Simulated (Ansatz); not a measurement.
What does this script print? It uses the Ansatz DFT code, driven from Python.

The script, `scan.py`:
```python
"""Potential curve of Cl2ISi along one bond."""

import ansatz as az
import numpy as np

geometry_ang = [
    ("Cl", (-0.537, -0.3374, 1.8484)),
    ("Si", (-0.1931, -0.565, -0.1575)),
    ("Cl", (1.8228, -0.5032, -0.3032)),
    ("I", (-1.0372, 1.3453, -1.408)),
]
mol = az.Crystal.molecule()
for symbol, xyz in geometry_ang:
    mol = mol.atom(symbol, xyz)

symbols = [site.symbol for site in mol.cartesian_sites]
start = np.array([site.position_ang for site in mol.cartesian_sites])
axis = (start[0] - start[1]) / np.linalg.norm(start[0] - start[1])
moving = [0]
lengths, energies = [1.802, 1.884, 1.966, 2.048, 2.13, 2.212, 2.294, 2.416], []
for length in lengths:
    xyz = start.copy()
    xyz[moving] += (length - np.linalg.norm(start[0] - start[1])) * axis
    point = az.Crystal.molecule()
    for symbol, xyz in zip(symbols, xyz):
        point = point.atom(symbol, xyz.tolist())
    model = (
        point.calculation()
        .basis(gaussian="def2-SVP")
        .functional("CAM-B3LYP")
        .spin("collinear", total=1)
    )
    r = model.run(threads=1).report
    energies.append(r["free_energy_ev"])
    print(f"r = {length:6.3f} A  E = {energies[-1]:.5f} eV  <S^2> = {abs(r['mean_field']['state']['spin_squared']):.3f}")

# quartic fit about the minimum
fit = np.polynomial.Polynomial.fit(lengths, np.array(energies) - min(energies), 4).convert()
roots = [r.real for r in fit.deriv().roots() if abs(r.imag) < 1e-9 and fit.deriv(2)(r.real) > 0]
r_e = min(roots, key=lambda r: abs(r - lengths[int(np.argmin(energies))]))
print(f"minimum of the fit at {r_e:.4f} A, force constant {fit.deriv(2)(r_e):.2f} eV/A^2")
```

```console
$ python scan.py
r =  1.802 A  E = -41015.56118 eV  <S^2> = 0.753
r =  1.884 A  E = -41016.12783 eV  <S^2> = 0.753
r =  1.966 A  E = -41016.42484 eV  <S^2> = 0.754
r =  2.048 A  E = -41016.53210 eV  <S^2> = 0.754
r =  2.130 A  E = -41016.50781 eV  <S^2> = 0.754
r =  2.212 A  E = -41016.39449 eV  <S^2> = 0.755
r =  2.294 A  E = -41016.22324 eV  <S^2> = 0.755
r =  2.416 A  E = -41015.90857 eV  <S^2> = 0.757
minimum of the fit at 2.0687 A, force constant 17.75 eV/A^2
```

Caveats:
- These settings explore the input space; basis and method may be short of convergence.
- The rest of the molecule is held rigid at a force-field or estimated start geometry, and the basis set is modest; single-reference methods fail as a bond breaks.
- def2 sets replace the cores of elements past krypton by effective core potentials.
- The species is open-shell (spin multiplicity 2).
- Spin-orbit coupling of the heavy open-shell atom is left out.
- The whole script took 85 s on 1 thread of Arm Neoverse N1 (shared host), peak memory 0.36 GiB.

(Lines on the test bed's own set-up are left out of the output.)
